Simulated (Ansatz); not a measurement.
# CaFe2P2: properties at the relaxed cell

One table from this session's results is given with a row withheld; the runs are named, their logs left out.

Computed with Ansatz 0.2.0 (DFT PBEsol, scalar-relativistic, plane waves, PAW, unless a step's input says otherwise).

## The structure to begin with

Symmetry: I4/mmm, No. 139, tetragonal system. The conventional cell has a = 3.787 Å, b = 3.787 Å, c = 9.641 Å, α = 90.00°, β = 90.00°, γ = 90.00°. Around Ca (site symmetry 4/mmm) lie 8 P at 2.99 Å and 8 Fe at 3.06 Å. Around Fe (site symmetry -4m2) lie 4 P at 2.18 Å. Around P (site symmetry 4mm) lie 4 Fe at 2.18 Å and 1 P at 2.66 Å and 4 Ca at 2.99 Å.

Structure file:

```
CELL_PARAMETERS angstrom
-1.89334 1.89334 4.82036
1.89334 -1.89334 4.82036
1.89334 1.89334 -4.82036
ATOMIC_POSITIONS crystal
Ca 0.00000 0.00000 0.00000
Fe 0.75000 0.25000 0.50000
Fe 0.25000 0.75000 0.50000
P 0.36202 0.36202 0.00000
P 0.63798 0.63798 0.00000
```

This cell was relaxed beforehand with the same method: volume 13.82 Å³/atom, gap on the mesh none (metal).

The first run:

File input.yaml:

```yaml
crystal:
  lattice:
    - [-1.8742143081, 1.8742143081, 4.7716660667]
    - [1.8742143081, -1.8742143081, 4.7716660667]
    - [1.8742143081, 1.8742143081, -4.7716660667]
  atoms:
    - { symbol: Ca, position: [0.0, 0.0, 0.0] }
    - { symbol: Fe, position: [0.75, 0.25, 0.5] }
    - { symbol: Fe, position: [0.25, 0.75, 0.5] }
    - { symbol: P, position: [0.3620159997, 0.3620159997, 0.0] }
    - { symbol: P, position: [0.6379840003, 0.6379840003, 0.0] }
basis:
  ecutwfc: 420
kpoints:
  mp_grid: { grid: [14, 14, 14] }
hamiltonian:
  xc: pbesol
scf:
  occupations: { method: gaussian, width: 0.1 }
output:
  forces: true
  stress: true
  eigenvalues: true
relax:
  adjacent_minimum: "off"
  f_tol: 0.01
  max_steps: 30
  cell: { stress_tol: 0.1, fix: [volume] }
```

The run is started by

```bash
$ ansatz run input.yaml --threads 1 --pin off --max-ram 2560MiB --backend cpu --events-out ev --progress --plain --runs-dir out
```

Among the steps run: Volume × 0.97; Point at V/V0 = 1.03; The cell scaled to 0.94 of its volume; Volume × 1.06.

One of the session's tables, all rows but one given; the rest of the session is left out.

It belongs to the step «Equation of state». 

```
volume (Å³/atom)  energy above the lowest point (meV/atom)  pressure (GPa)
          12.994                                      18.7            7.91
          13.409                                         ?               ?
          13.824                                       0.0            0.00
          14.238                                       3.4           -2.58
          14.653                                      12.7           -4.55
```

Estimate the missing values for volume (Å³/atom) = 13.409.

Worked estimate for «energy above the lowest point (meV/atom)». A straight line through the neighbours (12.994, 18.7) and (13.824, 0.0) gives 18.7 + (0.0 − 18.7) × (13.409 − 12.994) / (13.824 − 12.994) = 9.3; a parabola fitted to 3 rows on both sides gives 5.1.

As computed: energy above the lowest point (meV/atom): 4.2; pressure (GPa): 3.43. In «energy above the lowest point (meV/atom)» the line misses by +5.1 and the parabola by +0.9.

To keep in mind: Spin polarisation is off in the runs that give these values; a magnetic solution could lie lower.
